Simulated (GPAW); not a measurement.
# PrAs3 (Pm-3m) in GPAW: single point with PBE

Aim: the single point of PrAs3 with PBE.

Program: GPAW 26.7.0. These are calculated values, not measurements. Logs are shortened: lines on timing, memory, paths and dates and some standing lists are left out, and cuts for length are marked. The log counts tension as positive stress, the text compression.

## Step 1: The crystal as given

It takes space group Pm-3m (No. 221, cubic). The conventional cell has a = 4.469 Å, b = 4.469 Å, c = 4.469 Å, α = 90.00°, β = 90.00°, γ = 90.00°. Pr (site symmetry m-3m) has 12 As at 3.16 Å as nearest neighbours. As (site symmetry 4/mmm) has 4 Pr at 3.16 Å and 8 As at 3.16 Å as nearest neighbours.

The cell comes from a database or a generator and needn't be the stable form of this composition.

## Step 2: Single point, PBE, collinear spin, ferromagnetic start

run.py

```python
from ase.io import read
from gpaw import PW
from gpaw.dft import DFT

atoms = read('PrAs3.xyz')
atoms.set_initial_magnetic_moments([2.0, 0.0, 0.0, 0.0])

dft = DFT(atoms,
          mode=PW(800),
          xc='PBE',
          kpts={'size': (6, 6, 6), 'gamma': True},
          occupations={'name': 'fermi-dirac', 'width': 0.05},
          nbands=30,
          convergence={'density': 1e-05, 'energy': 1e-05},
          maxiter=150,
          txt='gpaw.txt')
print(f'Energy: {dft.calculate_energy():.6f} eV')
print('Forces (eV/A):')
print(dft.calculate_forces().round(4))
print('Stress (eV/A^3):', dft.calculate_stress().round(6))
print('Moments:', dft.magmoms()[1].round(3))
dft.write_gpw_file('gs.gpw')
```

PrAs3.xyz

```xyz
4
Lattice="4.4686140000 0.0000000000 0.0000000000 0.0000000000 4.4686140000 0.0000000000 0.0000000000 0.0000000000 4.4686140000" Properties=species:S:1:pos:R:3 pbc="T T T"
Pr     0.0000000000      0.0000000000      0.0000000000
As     2.2343070000      2.2343070000      0.0000000000
As     2.2343070000      0.0000000000      2.2343070000
As     0.0000000000      2.2343070000      2.2343070000
```

Potentials or basis: GPAW PAW data sets (gpaw-data 1.2.1), pw.

The run is started by

```bash
OMP_NUM_THREADS=1 python run.py
```

gpaw.txt:

```text
Diagonalizing LCAO Hamiltonian
Converting LCAO to pw mode
    .----------.
   /|          |
  / |          |
 *  |          |
 | As          |
 |  .--As------.
 | /    As    /
 |/          /
 Pr---------*

Atoms  # Å, Bohr magnetons
|   | symbol |        x |        y |        z |    initial magnetic moments |
|---|--------|----------|----------|----------|-----------------------------|
| 0 |     Pr | 0.000000 | 0.000000 | 0.000000 | ( 0.0000,  0.0000,  2.0000) |
| 1 |     As | 2.234307 | 2.234307 | 0.000000 | ( 0.0000,  0.0000,  0.0000) |
| 2 |     As | 2.234307 | 0.000000 | 2.234307 | ( 0.0000,  0.0000,  0.0000) |
| 3 |     As | 0.000000 | 2.234307 | 2.234307 | ( 0.0000,  0.0000,  0.0000) |

Unit cell  # Å
| periodic |        x |        y |        z |  lengths |    angles |
|----------|----------|----------|----------|----------|-----------|
|      yes | 4.468614 | 0.000000 | 0.000000 | 4.468614 | 90.000000 |
|      yes | 0.000000 | 4.468614 | 0.000000 | 4.468614 | 90.000000 |
|      yes | 0.000000 | 0.000000 | 4.468614 | 4.468614 | 90.000000 |

Number of symmetries: 48
Symmetry operations  # r_c * U_cc + t_c -> r_c
|    | kind |            matrix            |
|----|------|------------------------------|
|  0 |  E   |  1, 0, 0,  0, 1, 0,  0, 0, 1 |
|  1 |  σ   |  1, 0, 0,  0, 1, 0,  0, 0,-1 |
|  2 |  σ   |  1, 0, 0,  0, 0, 1,  0, 1, 0 |
|  3 |  C4  |  1, 0, 0,  0, 0, 1,  0,-1, 0 |
|  4 |  C4  |  1, 0, 0,  0, 0,-1,  0, 1, 0 |
|  5 |  σ   |  1, 0, 0,  0, 0,-1,  0,-1, 0 |
|  6 |  σ   |  1, 0, 0,  0,-1, 0,  0, 0, 1 |
|  7 |  C2  |  1, 0, 0,  0,-1, 0,  0, 0,-1 |
|  8 |  σ   |  0, 1, 0,  1, 0, 0,  0, 0, 1 |
|  9 |  C2  |  0, 1, 0,  1, 0, 0,  0, 0,-1 |
| 10 |  C3  |  0, 1, 0,  0, 0, 1,  1, 0, 0 |
| 11 |  S6  |  0, 1, 0,  0, 0, 1, -1, 0, 0 |
| 12 |  S6  |  0, 1, 0,  0, 0,-1,  1, 0, 0 |
| 13 |  C3  |  0, 1, 0,  0, 0,-1, -1, 0, 0 |
| 14 |  C4  |  0, 1, 0, -1, 0, 0,  0, 0, 1 |
| 15 |  S4  |  0, 1, 0, -1, 0, 0,  0, 0,-1 |
| 16 |  C3  |  0, 0, 1,  1, 0, 0,  0, 1, 0 |
| 17 |  S6  |  0, 0, 1,  1, 0, 0,  0,-1, 0 |
| 18 |  σ   |  0, 0, 1,  0, 1, 0,  1, 0, 0 |
| 19 |  C4  |  0, 0, 1,  0, 1, 0, -1, 0, 0 |
| 20 |  C2  |  0, 0, 1,  0,-1, 0,  1, 0, 0 |
| 21 |  S4  |  0, 0, 1,  0,-1, 0, -1, 0, 0 |
| 22 |  S6  |  0, 0, 1, -1, 0, 0,  0, 1, 0 |
| 23 |  C3  |  0, 0, 1, -1, 0, 0,  0,-1, 0 |
| 24 |  S6  |  0, 0,-1,  1, 0, 0,  0, 1, 0 |
| 25 |  C3  |  0, 0,-1,  1, 0, 0,  0,-1, 0 |
| 26 |  C4  |  0, 0,-1,  0, 1, 0,  1, 0, 0 |
| 27 |  σ   |  0, 0,-1,  0, 1, 0, -1, 0, 0 |
| 28 |  S4  |  0, 0,-1,  0,-1, 0,  1, 0, 0 |
| 29 |  C2  |  0, 0,-1,  0,-1, 0, -1, 0, 0 |
| 30 |  C3  |  0, 0,-1, -1, 0, 0,  0, 1, 0 |
| 31 |  S6  |  0, 0,-1, -1, 0, 0,  0,-1, 0 |
| 32 |  C4  |  0,-1, 0,  1, 0, 0,  0, 0, 1 |
| 33 |  S4  |  0,-1, 0,  1, 0, 0,  0, 0,-1 |
| 34 |  S6  |  0,-1, 0,  0, 0, 1,  1, 0, 0 |
| 35 |  C3  |  0,-1, 0,  0, 0, 1, -1, 0, 0 |
| 36 |  C3  |  0,-1, 0,  0, 0,-1,  1, 0, 0 |
| 37 |  S6  |  0,-1, 0,  0, 0,-1, -1, 0, 0 |
| 38 |  σ   |  0,-1, 0, -1, 0, 0,  0, 0, 1 |
| 39 |  C2  |  0,-1, 0, -1, 0, 0,  0, 0,-1 |
| 40 |  σ   | -1, 0, 0,  0, 1, 0,  0, 0, 1 |
| 41 |  C2  | -1, 0, 0,  0, 1, 0,  0, 0,-1 |
| 42 |  C2  | -1, 0, 0,  0, 0, 1,  0, 1, 0 |
| 43 |  S4  | -1, 0, 0,  0, 0, 1,  0,-1, 0 |
| 44 |  S4  | -1, 0, 0,  0, 0,-1,  0, 1, 0 |
| 45 |  C2  | -1, 0, 0,  0, 0,-1,  0,-1, 0 |
| 46 |  C2  | -1, 0, 0,  0,-1, 0,  0, 0, 1 |
| 47 |  i   | -1, 0, 0,  0,-1, 0,  0, 0,-1 |

BZ-sampling:
  Number of BZ points: 216
  Number of IBZ points: 20

  Monkhorst-Pack size: [6, 6, 6]
  Monkhorst-Pack shift: [0.08333333333333333, 0.08333333333333333, 0.08333333333333333]

K-points  # in reciprocal-cell coordinates
|     |                                coordinates |     weight |
|-----|--------------------------------------------|------------|
|   0 | (  0.00000000,   0.00000000,   0.00000000) | 0.00462963 |
|   1 | (  0.16666667,   0.00000000,   0.00000000) | 0.02777778 |
|   2 | (  0.16666667,   0.16666667,   0.00000000) | 0.05555556 |
|   3 | (  0.16666667,   0.16666667,   0.16666667) | 0.03703704 |
|   4 | (  0.33333333,   0.00000000,   0.00000000) | 0.02777778 |
|   5 | (  0.33333333,   0.16666667,   0.00000000) | 0.11111111 |
|   6 | (  0.33333333,   0.16666667,   0.16666667) | 0.11111111 |
|   7 | (  0.33333333,   0.33333333,   0.00000000) | 0.05555556 |
|   8 | (  0.33333333,   0.33333333,   0.16666667) | 0.11111111 |
|   9 | (  0.33333333,   0.33333333,   0.33333333) | 0.03703704 |
| ... |                                            |            |
|  19 | (  0.50000000,   0.50000000,   0.50000000) | 0.00462963 |

Plane wave coefficients: 4632
Cutoff: 800.0 eV

Spin-components: 2 (collinear spins)
Bands:           30
Projectors:      23
Spin-degeneracy: 1
Datatype:        complex128

Parallelization:
  kpt:    1
  domain: 1
  band:   1

Density:
  Valence electrons: 28.0
  Components: 2
  Grid points: [30 30 30]
  Charge: 0.0  # |e|

Potential:
  Grid points: [30 30 30]

species:
  Pr:
    name:    Praseodymium
    Z:       59.0
    valence: 13
    core:    46
    charge:  0.0  # [|e|]
    compensation charges:
      type: gauss
      rc: 0.35  # [Å]
      lmax: 2
    cutoffs:
      filter: 1.17  # [Å]
      core: 2.12  # [Å]
    projectors
    | kind |    occ | energy [eV] | rcut [Å] |
    |------|--------|-------------|----------|
    |   5s |  2.000 |     -39.028 |    1.164 |
    |   6s |  2.000 |      -3.462 |    1.164 |
    |   5p |  6.000 |     -21.474 |    1.164 |
    |   6p |  0.000 |      -1.245 |    1.164 |
    |   5d |  0.000 |      -2.024 |    1.164 |
    |   4f |  3.000 |      -1.247 |    1.164 |
    |    d |        |      25.188 |    1.164 |
    |    f |        |      25.964 |    1.164 |

    Using partial waves for Pr as LCAO basis

  As:
    name:    Arsenic
    Z:       33.0
    valence: 5
    core:    28
    charge:  0.0  # [|e|]
    compensation charges:
      type: gauss
      rc: 0.33  # [Å]
      lmax: 2
    cutoffs:
      filter: 1.87  # [Å]
      core: 2.96  # [Å]
    projectors
    | kind |    occ | energy [eV] | rcut [Å] |
    |------|--------|-------------|----------|
    |   4s |  2.000 |     -14.487 |    1.058 |
    |   4p |  3.000 |      -5.196 |    1.058 |
    |    s |        |      12.725 |    1.058 |
    |    p |        |      22.016 |    1.058 |
    |    d |        |       0.000 |    1.058 |

    Using partial waves for As as LCAO basis

Reference energy: -435868.467989  # eV

eigensolver:
  PPCG
  Converge bands: occupied
  niter=2

density mixing:
  MSR1-Mixer
  Pratt-step length: 0.05
  Maximum mixing coefficient: 0.75
  Old densities: 10
  SVD Regularization: 0.005
  Good broyden scale: 1.0
  Trust region scale: 1.0
  Backstep threshold: 4.0
  History deletion threshold: 6.0
  Fourier metric: weight=20.0, sigma=0.015

occupation numbers:
  Fermi-Dirac:
    width: 0.0500  # eV

poisson solver:
  ecut: 6400.0  # eV

xc functional:
  name: PBE with 2 nearest neighbor stencil

convergence criteria:
- Maximum integral of absolute [dens]ity change: 1e-05 electrons / valence electron
- Maximum [total energy] change in last 3 cyles: 1e-05 eV / valence electron
- Maximum integral of absolute [eigenst]ate change: 4e-08 eV^2 / valence electron
maximum number of iterations: 150

SCF iterations
|iter     | |      energy | eigst |  dens |  magmom |
|---------|-|-------------|-------|-------|---------|
|iter:   1| |  -31.885858 | +0.20 |       |  +2.0010|
|iter:   2| |  -26.428653 | -1.83 | -0.60 |  +1.9061|
|iter:   3| | -106.819596 | +0.88 | -0.66 |  +1.2023|
|iter:   4| |  -24.404232 | -0.38 | -0.04 |  +1.4225|
|iter:   5| |  -59.377284 | +0.46 | -0.75 |  +0.5421|
|iter:   6| |  -27.252035 | -1.11 | -0.08 |  +0.5192|
|iter:   7| |  -21.546030 | -1.00 | -0.36 |  +1.1867|
|iter:   8| |  -21.446852 | -2.67 | -1.31 |  +1.0895|
|iter:   9| |  -21.761689 | -2.69 | -1.38 |  +1.2170|
|iter:  10| |  -21.480490 | -2.18 | -1.15 |  +1.0912|
|iter:  11| |  -21.612906 | -2.52 | -1.21 |  +1.2873|
|iter:  12| |  -21.511820 | -2.61 | -1.32 |  +1.2757|
|iter:  13| |  -21.609875 | -3.02 | -1.41 |  +1.5076|
|iter:  14| |  -21.534080 | -3.13 | -1.34 |  +1.5666|
|iter:  15| |  -21.534470 | -4.13 | -1.69 |  +1.7141|
|iter:  16| |  -21.534136 | -5.52 | -2.57 |  +1.7495|
|iter:  17| |  -21.534147 | -6.09 | -2.91 |  +1.7800|
|iter:  18| |  -21.534137c| -7.65c| -3.50 |  +1.7833|
|iter:  19| |  -21.534129c| -8.33c| -3.95 |  +1.7856|
|iter:  20| |  -21.534132c| -8.37c| -4.36 |  +1.7861|
|iter:  21| |  -21.534133c| -8.80c| -4.87 |  +1.7863|
|iter:  22| |  -21.534133c| -9.14c| -5.67c|  +1.7863|
SCF steps: 22
Energy contributions relative to reference atoms: (reference = -435868.467989)

Energy contributions:
  Kinetic:         -43.302080
  Coulomb:          31.739333
  Zero:              2.265794
  External:          0.000000
  Xc:              -12.175921
  Entropy:          -0.122519
  Spinorbit:         0.000000
  ----------------------------
  Free energy:     -21.595393
  Extrapolated:    -21.534133

Forces  # eV/Ang
|        x |        y |       z |
|----------|----------|---------|
|  0.00000 |  0.00000 | 0.00000 |  # Pr   0
|  0.00000 | -0.00000 | 0.00000 |  # As   1
| -0.00000 | -0.00000 | 0.00000 |  # As   2
| -0.00000 |  0.00000 | 0.00000 |  # As   3

Stress tensor  # eV/Ang^3
|         x |         y |        z |
|-----------|-----------|----------|
|  0.029180 | -0.000000 | 0.000000 |
| -0.000000 |  0.029180 | 0.000000 |
|  0.000000 |  0.000000 | 0.029180 |

Total magnetic moment: (0.000000, 0.000000, 1.786330)

Local magnetic moments
|        x |        y |         z |
|----------|----------|-----------|
| 0.000000 | 0.000000 |  1.795902 |  # Pr   0
| 0.000000 | 0.000000 | -0.024140 |  # As   1
| 0.000000 | 0.000000 | -0.024140 |  # As   2
| 0.000000 | 0.000000 | -0.024140 |  # As   3

Writing to gs.gpw (mode='')

  __  _  _
 | _ |_)|_||  |
 |__||  | ||/\| - 26.7.0

Input parameters:
  mode=PW(ecut=800.0),
  convergence={'density': 1e-05, 'energy': 1e-05},
  kpts=MonkhorstPack(size=(6, 6, 6), gamma=True),
  maxiter=150,
  nbands=30,
  occupations=Occupations(name='fermi-dirac', width=0.05),
  xc=XC(name='PBE')
# Writing to gs.gpw (mode='')
```

Wall time 2.9 min (1 thread of Arm Neoverse V2, shared host); peak memory 0.33 GiB.

What came out:

* Free energy: -21.5954 eV
* Pressure: -4.7 GPa
* Band gap on the k mesh: none (metal or under the smearing width)
* Net moment: 1.79 μB per cell
* Site moments: Pr +1.80; As -0.02 μB

Caveat: one-centre terms of the f shell are cut off; the magnetic or orbital state may not be the lowest; spin-orbit coupling is left out, which moves the levels of the heavy elements; without U or exact exchange the open f shell lies at the Fermi level, which spoils levels, moments and volumes.
